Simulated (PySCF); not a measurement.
**A gas-phase reaction: CH5FSSi + BrH → CH4BrFSi + H2S**

Wanted: the reaction energy for `C[SiH](F)S` + `Br` → `C[SiH](F)Br` + `S`.

Programs: PySCF 2.14.0. All values are calculated, for the isolated system unless a continuum is named. Atoms count from 0, parts from 1.

## Step 1: The system as given

Each species was relaxed by itself at PBE0-D3(BJ)/def2-SVPD.

## Step 2: Energies of the species: wB97M-D3(BJ)/def2-TZVPD

What the job is given:

```
{"job": {"kind": "react", "xc": "wB97M-D3(BJ)", "basis": "def2-TZVPD"}, "charge": 0, "multiplicity": 1}
-1 CH5FSSi charge 0 multiplicity 1
C      0.451300     0.837800    -0.648460
Si    -0.137900    -0.177300     0.788550
F     -1.118470     0.726350     1.740150
S     -1.378780    -1.822980     0.179820
H      1.138520     0.251990    -1.277580
H      0.996100     1.721280    -0.282600
H     -0.392170     1.171980    -1.268460
H      0.978080    -0.622170     1.665160
H     -0.596120    -2.133080    -0.878390

-1 BrH charge 0 multiplicity 1
Br     0.715050     0.001650    -0.000090
H     -0.708700     0.000960    -0.001270

+1 CH4BrFSi charge 0 multiplicity 1
C      0.454400    -0.571630    -0.785570
Si    -0.240790     0.475660     0.571470
F     -0.463600    -0.444940     1.903470
Br    -2.228870     1.281240    -0.009140
H     -0.220270    -1.408240    -1.015650
H      0.587770     0.028180    -1.697580
H      1.432220    -0.977700    -0.485800
H      0.612500     1.619030     0.976270

+1 H2S charge 0 multiplicity 1
S     -0.013980     0.615450     0.001770
H     -0.978020    -0.329570    -0.000270
H      0.971620    -0.307040    -0.004290
```

Level: wB97M-D3(BJ)/def2-TZVPD reaction energy of separated species, gas phase.

On the command line:

```
$ OMP_NUM_THREADS=1 python cluster_run.py task.json out
```

The driver reads the jobs from task.json and runs them one after another.

Output:

```text
species 1 (CH5FSSi)
coarse grid: 35568 points
cycle   1  E = -828.8672239113  dE =  1.518e-01  |g| = 6.010e-01  |ddm| = 2.275e+00
cycle   2  E = -828.8709798347  dE = -3.756e-03  |g| = 7.010e-01  |ddm| = 7.963e-01
cycle   3  E = -828.9419157088  dE = -7.094e-02  |g| = 5.548e-02  |ddm| = 3.369e-01
cycle   4  E = -828.9426152329  dE = -6.995e-04  |g| = 2.138e-02  |ddm| = 6.852e-02
cycle   5  E = -828.9427325592  dE = -1.173e-04  |g| = 3.830e-03  |ddm| = 2.584e-02
cycle   6  E = -828.9427388007  dE = -6.242e-06  |g| = 9.544e-04  |ddm| = 7.873e-03
final grid: 73344 points
cycle   7  E = -828.9426942063  dE = -5.766e-07  |g| = 6.408e-04  |ddm| = 5.492e-03
cycle   8  E = -828.9426942753  dE = -6.900e-08  |g| = 6.065e-04  |ddm| = 1.173e-03
cycle   9  E = -828.9426943324  dE = -5.714e-08  |g| = 9.040e-05  |ddm| = 3.109e-04
cycle  10  E = -828.9426943372  dE = -4.766e-09  |g| = 4.963e-05  |ddm| = 2.059e-04
cycle  11  E = -828.9426943383  dE = -1.083e-09  |g| = 8.271e-06  |ddm| = 9.632e-05
cycle  12  E = -828.9426943383  dE = -2.387e-11  |g| = 2.121e-06  |ddm| = 1.327e-05
converged SCF energy = -828.9426943383

species 2 (BrH)
coarse grid: 9808 points
cycle   1  E = -2574.7444817027  dE = -1.115e+00  |g| = 2.814e-01  |ddm| = 9.887e-01
cycle   2  E = -2574.7574487928  dE = -1.297e-02  |g| = 1.487e-01  |ddm| = 2.655e-01
cycle   3  E = -2574.7608845996  dE = -3.436e-03  |g| = 8.656e-03  |ddm| = 8.708e-02
cycle   4  E = -2574.7609219644  dE = -3.736e-05  |g| = 2.523e-03  |ddm| = 1.268e-02
cycle   5  E = -2574.7609263948  dE = -4.430e-06  |g| = 6.497e-04  |ddm| = 4.934e-03
final grid: 18448 points
cycle   6  E = -2574.7609110987  dE = -1.923e-07  |g| = 3.883e-04  |ddm| = 9.236e-04
cycle   7  E = -2574.7609111264  dE = -2.763e-08  |g| = 2.728e-04  |ddm| = 3.936e-04
cycle   8  E = -2574.7609111334  dE = -7.070e-09  |g| = 3.379e-05  |ddm| = 1.359e-04
cycle   9  E = -2574.7609111345  dE = -1.027e-09  |g| = 1.120e-05  |ddm| = 6.293e-05
cycle  10  E = -2574.7609111345  dE = -4.638e-11  |g| = 1.703e-06  |ddm| = 1.292e-05
converged SCF energy = -2574.7609111345

species 3 (CH4BrFSi)
coarse grid: 34112 points
cycle   1  E = -3004.1997541924  dE = -8.406e-01  |g| = 6.250e-01  |ddm| = 2.273e+00
cycle   2  E = -3004.2010147429  dE = -1.261e-03  |g| = 7.019e-01  |ddm| = 8.074e-01
cycle   3  E = -3004.2704767001  dE = -6.946e-02  |g| = 6.540e-02  |ddm| = 3.446e-01
cycle   4  E = -3004.2711570585  dE = -6.804e-04  |g| = 1.727e-02  |ddm| = 6.271e-02
cycle   5  E = -3004.2712357151  dE = -7.866e-05  |g| = 4.407e-03  |ddm| = 2.368e-02
cycle   6  E = -3004.2712409564  dE = -5.241e-06  |g| = 1.095e-03  |ddm| = 6.987e-03
final grid: 69304 points
cycle   7  E = -3004.2711584649  dE = -4.846e-07  |g| = 7.883e-04  |ddm| = 4.504e-03
cycle   8  E = -3004.2711585210  dE = -5.607e-08  |g| = 7.311e-04  |ddm| = 1.237e-03
cycle   9  E = -3004.2711585934  dE = -7.245e-08  |g| = 9.484e-05  |ddm| = 3.792e-04
cycle  10  E = -3004.2711585968  dE = -3.432e-09  |g| = 5.082e-05  |ddm| = 1.433e-04
cycle  11  E = -3004.2711585980  dE = -1.206e-09  |g| = 3.730e-06  |ddm| = 1.222e-04
cycle  12  E = -3004.2711585981  dE = -4.184e-11  |g| = 1.110e-06  |ddm| = 1.344e-05
converged SCF energy = -3004.2711585981

species 4 (H2S)
coarse grid: 11264 points
cycle   1  E = -399.4336012468  dE = -1.424e-01  |g| = 1.945e-01  |ddm| = 1.016e+00
cycle   2  E = -399.4459452729  dE = -1.234e-02  |g| = 1.106e-01  |ddm| = 2.399e-01
cycle   3  E = -399.4491446448  dE = -3.199e-03  |g| = 1.578e-02  |ddm| = 9.278e-02
cycle   4  E = -399.4492189863  dE = -7.434e-05  |g| = 4.851e-03  |ddm| = 1.790e-02
cycle   5  E = -399.4492312235  dE = -1.224e-05  |g| = 9.336e-04  |ddm| = 7.536e-03
cycle   6  E = -399.4492319547  dE = -7.312e-07  |g| = 1.776e-04  |ddm| = 2.124e-03
final grid: 22496 points
cycle   7  E = -399.4492196502  dE = -2.327e-08  |g| = 1.134e-04  |ddm| = 6.114e-04
cycle   8  E = -399.4492196531  dE = -2.979e-09  |g| = 6.804e-05  |ddm| = 1.508e-04
cycle   9  E = -399.4492196539  dE = -7.696e-10  |g| = 8.750e-06  |ddm| = 5.994e-05
converged SCF energy = -399.4492196539

Reaction energy = -10.207 kcal/mol
```

Run time: 19 s. Hardware: 1 thread of AMD EPYC 9B45, shared host; peak memory 0.77 GiB.

Species by species (with the dispersion term, which the log's SCF energies lack):

```
 ν      species  energy (Eh)  HOMO (eV)
-1   C[SiH](F)S   -828.95194      -9.91
-1           Br  -2574.76148     -11.15
+1  C[SiH](F)Br  -3004.27912     -10.83
+1            S   -399.45056      -9.89
```

## Step 3: Energies of the species: PBE0-D3(BJ)/def2-TZVPD

Settings changed since step 2:

```diff
@@ -1,2 +1,2 @@
-{"job": {"kind": "react", "xc": "wB97M-D3(BJ)", "basis": "def2-TZVPD"}, "charge": 0, "multiplicity": 1}
+{"job": {"kind": "react", "xc": "PBE0", "basis": "def2-TZVPD", "disp": "d3bj"}, "charge": 0, "multiplicity": 1}
 -1 CH5FSSi charge 0 multiplicity 1
```

Level: PBE0-D3(BJ)/def2-TZVPD reaction energy of separated species, gas phase.

Output:

```text
species 1 (CH5FSSi)
coarse grid: 8520 points
cycle   1  E = -828.3529583895  dE =  1.251e-01  |g| = 6.205e-01  |ddm| = 2.387e+00
cycle   2  E = -828.2744714003  dE =  7.849e-02  |g| = 9.606e-01  |ddm| = 9.361e-01
cycle   3  E = -828.4234514473  dE = -1.490e-01  |g| = 9.627e-02  |ddm| = 5.204e-01
cycle   4  E = -828.4251995839  dE = -1.748e-03  |g| = 2.976e-02  |ddm| = 8.051e-02
cycle   5  E = -828.4253781534  dE = -1.786e-04  |g| = 3.988e-03  |ddm| = 2.145e-02
cycle   6  E = -828.4253815561  dE = -3.403e-06  |g| = 1.973e-03  |ddm| = 5.310e-03
final grid: 73344 points
cycle   7  E = -828.4261471350  dE = -3.088e-05  |g| = 8.762e-03  |ddm| = 9.249e-02
cycle   8  E = -828.4261399253  dE =  7.210e-06  |g| = 9.855e-03  |ddm| = 1.440e-02
cycle   9  E = -828.4261631650  dE = -2.324e-05  |g| = 6.789e-04  |ddm| = 7.899e-03
cycle  10  E = -828.4261632655  dE = -1.005e-07  |g| = 1.362e-04  |ddm| = 5.178e-04
cycle  11  E = -828.4261632688  dE = -3.336e-09  |g| = 6.018e-05  |ddm| = 1.404e-04
cycle  12  E = -828.4261632694  dE = -5.844e-10  |g| = 1.806e-05  |ddm| = 3.975e-05
converged SCF energy = -828.4261632694

species 2 (BrH)
coarse grid: 9808 points
cycle   1  E = -2574.4494535166  dE = -1.081e+00  |g| = 2.724e-01  |ddm| = 1.042e+00
cycle   2  E = -2574.4540917790  dE = -4.638e-03  |g| = 1.699e-01  |ddm| = 2.601e-01
cycle   3  E = -2574.4588661798  dE = -4.774e-03  |g| = 3.007e-02  |ddm| = 1.194e-01
cycle   4  E = -2574.4590976664  dE = -2.315e-04  |g| = 4.156e-03  |ddm| = 2.212e-02
cycle   5  E = -2574.4591016689  dE = -4.002e-06  |g| = 1.311e-03  |ddm| = 4.270e-03
final grid: 18448 points
cycle   6  E = -2574.4591027993  dE = -7.035e-08  |g| = 1.375e-03  |ddm| = 2.024e-03
cycle   7  E = -2574.4591028137  dE = -1.433e-08  |g| = 1.399e-03  |ddm| = 1.791e-03
cycle   8  E = -2574.4591030346  dE = -2.209e-07  |g| = 5.149e-05  |ddm| = 8.398e-04
cycle   9  E = -2574.4591030352  dE = -6.767e-10  |g| = 1.026e-05  |ddm| = 4.413e-05
converged SCF energy = -2574.4591030352

species 3 (CH4BrFSi)
coarse grid: 34112 points
cycle   1  E = -3003.5708984275  dE = -8.811e-01  |g| = 6.504e-01  |ddm| = 2.410e+00
cycle   2  E = -3003.4933983373  dE =  7.750e-02  |g| = 9.633e-01  |ddm| = 9.221e-01
cycle   3  E = -3003.6368510303  dE = -1.435e-01  |g| = 1.157e-01  |ddm| = 5.296e-01
cycle   4  E = -3003.6387609375  dE = -1.910e-03  |g| = 2.865e-02  |ddm| = 7.921e-02
cycle   5  E = -3003.6389416138  dE = -1.807e-04  |g| = 7.014e-03  |ddm| = 2.431e-02
cycle   6  E = -3003.6389517901  dE = -1.018e-05  |g| = 6.922e-04  |ddm| = 5.539e-03
cycle   7  E = -3003.6389518931  dE = -1.029e-07  |g| = 3.464e-04  |ddm| = 1.030e-03
final grid: 69304 points
cycle   8  E = -3003.6389199915  dE = -9.627e-08  |g| = 4.126e-04  |ddm| = 6.820e-03
cycle   9  E = -3003.6389199661  dE =  2.544e-08  |g| = 5.213e-04  |ddm| = 8.794e-04
cycle  10  E = -3003.6389200396  dE = -7.350e-08  |g| = 3.266e-05  |ddm| = 4.385e-04
cycle  11  E = -3003.6389200397  dE = -1.519e-10  |g| = 8.569e-06  |ddm| = 2.663e-05
converged SCF energy = -3003.6389200397

species 4 (H2S)
coarse grid: 2864 points
cycle   1  E = -399.2518634263  dE = -9.250e-02  |g| = 1.630e-01  |ddm| = 1.023e+00
cycle   2  E = -399.2538576078  dE = -1.994e-03  |g| = 1.600e-01  |ddm| = 2.978e-01
cycle   3  E = -399.2614718877  dE = -7.614e-03  |g| = 1.497e-02  |ddm| = 1.477e-01
cycle   4  E = -399.2614864999  dE = -1.461e-05  |g| = 1.103e-03  |ddm| = 5.881e-03
cycle   5  E = -399.2614868803  dE = -3.804e-07  |g| = 6.136e-04  |ddm| = 1.717e-03
final grid: 22496 points
cycle   6  E = -399.2625175089  dE = -7.085e-06  |g| = 4.896e-03  |ddm| = 1.692e-02
cycle   7  E = -399.2625181416  dE = -6.326e-07  |g| = 3.960e-03  |ddm| = 6.698e-03
cycle   8  E = -399.2625210740  dE = -2.932e-06  |g| = 2.911e-04  |ddm| = 3.504e-03
cycle   9  E = -399.2625211017  dE = -2.777e-08  |g| = 3.583e-05  |ddm| = 2.357e-04
cycle  10  E = -399.2625211021  dE = -3.617e-10  |g| = 6.383e-06  |ddm| = 2.919e-05
converged SCF energy = -399.2625211021

Reaction energy = -9.968 kcal/mol
```

Wall time 9.2 s (1 thread of AMD EPYC 9B45, shared host); peak memory 0.67 GiB.

Reaction energy at this level: -9.97 kcal/mol.

## Step 4: Side by side

Energies in kcal/mol, with wall time:

```
                    run  reaction   time
wB97M-D3(BJ)/def2-TZVPD    -10.21   19 s
 PBE0-D3(BJ)/def2-TZVPD     -9.97  9.2 s
```

## Step 5: What came out

| quantity | value |
| --- | --- |
| reaction energy (wB97M-D3(BJ)/def2-TZVPD) | -10.21 kcal/mol |
| ΔH, ΔG at 298 K (xTB thermal terms) | -9.7, -10.0 kcal/mol |
| range of the reaction energy over the runs of this table | -10.21 to -9.97 kcal/mol |

The reaction is exothermic by 9.7 kcal/mol in the gas phase; dispersion gives +0.32, and xTB itself gave -13.47 for the electronic energy (xTB energies and thermal terms come from the earlier relaxation of each species, not shown). No barrier was sought. The reaction energy runs from -10.21 (wB97M-D3(BJ)/def2-TZVPD) to -9.97 kcal/mol (PBE0-D3(BJ)/def2-TZVPD).
